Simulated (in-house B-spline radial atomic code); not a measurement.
# Excited states and polarisability of Tb⁶¹⁺ by several methods

How far do the methods of linear response differ for Tb⁶¹⁺? Each gives excitation energies, polarisability and C6.

Program: in-house B-spline radial atomic code version 1. Level of theory: linear response of a closed shell, each method with its own adiabatic kernel; spin-free one-electron X2C, finite nucleus; B-spline basis; no spin-orbit coupling, no double excitations; only terms of natural parity, (−1)^L, with L up to 3 are computed. These are calculated values, not measurements, unless marked.

**1. The system**

* element: terbium (Z = 65)
* charge: +61
* configuration: [He] 2s2
* runs: TDHF; PBE; BSE on G0W0@HF; B3LYP; CAM-B3LYP; B97-1

The outer shells:

Tb⁶¹⁺
```
[He] core
2s [↑↓]
```

**2. TDHF**

Settings of the run:

```ini
Z = 65
electrons = 4.0
configuration = [He] 2s2
hamiltonian = x2c
method = hf
box_radius = 2.25
rms_radius = 5.06
intervals = 62
```

Launch:

```sh
$ python run_td.py task.json out
```

The settings of every run stand in task.json; they run in order.

**3. PBE**

Changes to the settings of step 2:

```diff
@@ -4,3 +4,3 @@
 hamiltonian = x2c
-method = hf
+method = pbe,pbe
 box_radius = 2.25
```

**4. BSE on G0W0@HF**

Changes to the settings of step 3:

```diff
@@ -4,3 +4,3 @@
 hamiltonian = x2c
-method = pbe,pbe
+method = bse
 box_radius = 2.25
```

**5. B3LYP**

Changes to the settings of step 4:

```diff
@@ -4,3 +4,3 @@
 hamiltonian = x2c
-method = bse
+method = b3lyp
 box_radius = 2.25
```

**6. CAM-B3LYP**

Changes to the settings of step 5:

```diff
@@ -4,3 +4,3 @@
 hamiltonian = x2c
-method = b3lyp
+method = camb3lyp
 box_radius = 2.25
```

**7. B97-1**

Changes to the settings of step 6:

```diff
@@ -4,3 +4,3 @@
 hamiltonian = x2c
-method = camb3lyp
+method = b97_1
 box_radius = 2.25
```

**Question.** What will these runs give? Wanted: for each run, threshold; 2s→2p ¹P; 2s→2p ³P, Tamm-Dancoff; α; C6.

The runs gave:

| run | threshold (eV) | 2s→2p ¹P (eV) | 2s→2p ³P, Tamm-Dancoff (eV) | α (bohr³) | C6 (hartree bohr⁶) | time |
| --- | --- | --- | --- | --- | --- | --- |
| TDHF | 14452.3 | 810.46 | 701.80 | 0.0002630 | 1.670e-06 | 0.1 s |
| PBE | 14348.3 | 818.77 | 711.05 | 0.0002587 | 1.635e-06 | 0.1 s |
| BSE on G0W0@HF | 14460.7 | 819.31 | 711.38 | 0.0002574 | 1.620e-06 | 0.4 s |
| B3LYP | 14369.7 | 816.17 | 707.34 | 0.0002601 | 1.646e-06 | 0.2 s |
| CAM-B3LYP | 14371.8 | 816.25 | 707.29 | 0.0002601 | 1.647e-06 | 0.2 s |
| B97-1 | 14370.7 | 817.99 | 711.15 | 0.0002603 | 1.652e-06 | 0.1 s |

**Reading.** α runs from 0.000257 (BSE on G0W0@HF) to 0.000263 bohr³ (TDHF). The semilocal functionals put the threshold at 14348.3 eV, under Hartree-Fock's 14452.3 eV, since their potential decays too fast. In this BSE only levels near the gap carry their own quasi-particle shift; deeper ones move rigidly and higher empty ones not at all. Spin-orbit coupling, absent here, splits and mixes these terms strongly in an ion this highly charged, so they need not match single real levels.
